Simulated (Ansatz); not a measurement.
## two structures of LiGa3: a comparison of enthalpies under pressure, step by step

Computed with Ansatz's Python interface.

Typed at the interpreter:
```pycon
>>> import warnings
>>> import ansatz as az
>>> import numpy as np
>>> import pandas as pd
>>> def cu3au(A, B, a):
...     return (
...         az.Lattice.cubic(a)
...         .space_group(221)
...         .atom(A, (0, 0, 0))
...         .atom(B, (0, 0.5, 0.5))
...     )
...
>>> def fe3al(A, B, a):
...     return (
...         az.Lattice.fcc(a)
...         .space_group(225)
...         .atom(A, (0, 0, 0))
...         .atom(B, (0.5, 0.5, 0.5))
...         .atom(B, (0.25, 0.25, 0.25))
...         .primitive()
...     )
...
>>> def compute(name, crystal, pressure=0.0):
...     calc = (
...         crystal.calculation()
...         .functional("pbesol", dispersion="d4")
...         .pseudopotentials("nc")
...         .mixing("anderson", preconditioner="resta")
...         .eigensolver("davidson", mixed_precision=False)
...         .scf(algorithm="direct_min")
...         .kpoints(spacing=0.3)
...         .occupations("gaussian", width=0.05)
...     )
...     calc = calc.relax(force_tolerance=0.02, cell=True, pressure=pressure)
...     return calc.run()
...
>>> def volume_per_atom(outcome):
...     return abs(np.linalg.det(outcome.lattice.cell_ang)) / len(outcome.lattice.sites)
...
>>> warnings.simplefilter("ignore", az.DeckWarning)
>>> phases = {}
>>> phases["Cu3Au"] = cu3au("Li", "Ga", 4.07)
>>> phases["Fe3Al"] = fe3al("Li", "Ga", 6.46)
>>> # H = E + PV, with 1 eV per cubic angstrom equal to 160.2 GPa
>>> pressures = [0, 15, 30, 45]
>>> enthalpy, volume = {name: [] for name in phases}, {name: [] for name in phases}
>>> for p in pressures:
...     for name, crystal in phases.items():
...         o = compute(name, crystal, pressure=p)
...         volume[name].append(volume_per_atom(o))
...         enthalpy[name].append(o.report["energy_sigma0_ev"] / len(o.lattice.sites) + p * volume[name][-1] / 160.21766)
...
>>> gap = np.array(enthalpy["Fe3Al"]) - np.array(enthalpy["Cu3Au"])
>>> rows = [(p, va, vb, 1000 * d) for p, va, vb, d in zip(pressures, volume["Cu3Au"], volume["Fe3Al"], gap)]
>>> print(pd.DataFrame(rows, columns=["P (GPa)", "V Cu3Au (A^3/atom)", "V Fe3Al (A^3/atom)", "H(Fe3Al) - H(Cu3Au) (meV/atom)"]).round(4).to_string(index=False))
 P (GPa)  V Cu3Au (A^3/atom)  V Fe3Al (A^3/atom)  H(Fe3Al) - H(Cu3Au) (meV/atom)
       0             15.5702             16.0009                         40.2461
      15             13.0601             13.5019                         83.4137
      30             11.8148             12.1925                        121.3368
      45             11.0083             11.2983                        152.9567
>>> crossings = [p0 - g0 * (p1 - p0) / (g1 - g0) for p0, p1, g0, g1 in zip(pressures, pressures[1:], gap, gap[1:]) if g0 * g1 < 0]
>>> print("crossing near", [round(float(p), 1) for p in crossings], "GPa") if crossings else print("no crossing in this range")
no crossing in this range
```

Reading the output:
- These settings explore the input space; cutoff and mesh may be short of convergence.
- At a fixed pressure a relaxation lowers the enthalpy F + PV, while F alone can rise.
- Dispersion corrections can be off by several per cent in the lattices of metals, and by several GPa in the pressure at a fixed cell.
- The meshes are coarse for the metals among these phases, whose energies can be off by up to 40 meV an atom.
- Only these two structures are compared, at zero temperature and with their symmetry kept; either may be hypothetical, and another phase may be lower than both. Differences under about 40 meV an atom lie within the error of mesh and functional.
- The cells are prototypes set up for this calculation and needn't exist.
- Timing: 11 min on 1 thread of Arm Neoverse V2, on a shared host, peak memory 0.69 GiB.
